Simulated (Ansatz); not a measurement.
# C4HF7O: up Jacob's ladder to CCSD(T)

One table from this session's results is given with a row withheld; the runs are named, their logs left out.

The runs use Ansatz 0.2.0, Gaussian basis; functionals in def2-TZVPP, the program's frozen cores in correlated methods.

Levels to be run: LDA (SPW92), PBE-D4, revPBE-D4, BLYP-D4, r2SCAN-D4, B97M-V, PBE0-D4, B3LYP-D4, r2SCANh-D4, r2SCAN0-D4, HSE06-D4, BHLYP-D4, CAM-B3LYP-D4, LC-ωPBE, ωB97X-V, ωB97M-V, B2PLYP, PBE-QIDH; CCSD(T)/def2-SVP; CCSD(T)/def2-TZVPP; MP2/def2-QZVPP; extrapolation to the limit; RPA on PBE.

**The relaxed structure**

An earlier PBE0-D4 in a triple-zeta def2 set relaxation fixed the geometry.

13 atoms, charge 0, spin multiplicity 1.

Atoms are counted from 1 here; the program's logs count them from 0.

Bond lengths: F1–C2 1.349 Å, C2–O3 1.395 Å, C2–C10 1.553 Å, C2–H13 1.091 Å, O3–C4 1.375 Å, C4–F5 1.322 Å, C4–F6 1.339 Å, C4–C7 1.547 Å, C7–F8 1.328 Å, C7–F9 1.338 Å, C7–C10 1.554 Å, C10–F11 1.332 Å, C10–F12 1.339 Å. Angles: F1–C2–O3 110.4°, F1–C2–C10 110.5°, F1–C2–H13 109.0°, O3–C2–C10 106.4°, O3–C2–H13 108.5°, C10–C2–H13 112.0°, C2–O3–C4 111.5°, O3–C4–F5 108.6°, O3–C4–F6 111.4°, O3–C4–C7 104.9°, F5–C4–F6 108.4°, F5–C4–C7 113.4°, F6–C4–C7 110.0°, C4–C7–F8 113.4°, C4–C7–F9 108.9°, C4–C7–C10 101.9°, F8–C7–F9 109.4°, F8–C7–C10 113.2° and more.

Set-up of the first run:

in.yaml reads:

```yaml
crystal:
  periodic: [false, false, false]
  atoms:
    - {symbol: F, position_ang: [-0.166235, -0.349537, -2.301075]}
    - {symbol: C, position_ang: [-0.705029, 0.133477, -1.162159]}
    - {symbol: O, position_ang: [-0.004563, 1.261536, -0.733350]}
    - {symbol: C, position_ang: [0.918969, 0.943998, 0.234678]}
    - {symbol: F, position_ang: [1.176827, 2.028673, 0.944734]}
    - {symbol: F, position_ang: [2.064272, 0.509527, -0.305348]}
    - {symbol: C, position_ang: [0.258393, -0.187041, 1.058044]}
    - {symbol: F, position_ang: [1.135473, -0.985617, 1.655954]}
    - {symbol: F, position_ang: [-0.543984, 0.359841, 1.978097]}
    - {symbol: C, position_ang: [-0.592500, -0.912731, -0.020376]}
    - {symbol: F, position_ang: [0.024445, -2.020789, -0.427211]}
    - {symbol: F, position_ang: [-1.805880, -1.236722, 0.444783]}
    - {symbol: H, position_ang: [-1.739786, 0.420684, -1.352170]}
basis:
  gaussian: {orbitals: def2-TZVPP}
hamiltonian: {xc: lda}
output: {orbitals: {seedname: orbitals}}
```

Started as:

```bash
$ ansatz run in.yaml --threads 4 --pin off --events-out ev --progress --plain --max-ram 46080MiB --backend cuda --devices 0, --max-vram 37GiB
```

Steps of the session up to this table: LDA; PBE-D4 (GGA); revPBE-D4 (GGA); BLYP-D4 (GGA); r2SCAN-D4 (meta-GGA); B97M-V (meta-GGA); PBE0-D4 (hybrid); B3LYP-D4 (hybrid); r2SCANh-D4 (hybrid); r2SCAN0-D4 (hybrid); HSE06-D4 (hybrid); BHLYP-D4 (hybrid); CAM-B3LYP-D4 (range-separated); LC-ωPBE (range-separated); ωB97X-V (range-separated); ωB97M-V (range-separated); B2PLYP (double hybrid); PBE-QIDH (double hybrid).

One of the session's tables, all rows but one given; the rest of the session is left out.

It belongs to the step «Orbital energies across the functionals». 

```
  functional  HOMO (eV)  gap (eV)
 LDA (SPW92)      -8.38      7.01
      PBE-D4          ?         ?
   revPBE-D4      -8.00      7.22
     BLYP-D4      -8.10      7.28
   r2SCAN-D4      -8.49      7.84
      B97M-V      -8.64      8.08
     PBE0-D4      -9.86     10.03
    B3LYP-D4      -9.69      9.57
  r2SCANh-D4      -9.14      8.89
  r2SCAN0-D4     -10.12     10.46
    HSE06-D4      -9.45      9.23
    BHLYP-D4     -11.65     12.97
CAM-B3LYP-D4     -11.45     12.74
     LC-ωPBE     -12.65     15.26
     ωB97X-V     -12.32     14.84
     ωB97M-V     -12.22     14.56
```

Estimate the missing values for PBE-D4.

**Answer.** HOMO (eV): -8.11; gap (eV): 7.17. In the column «HOMO (eV)» it lies between LDA (SPW92) (-8.38) and BLYP-D4 (-8.10).
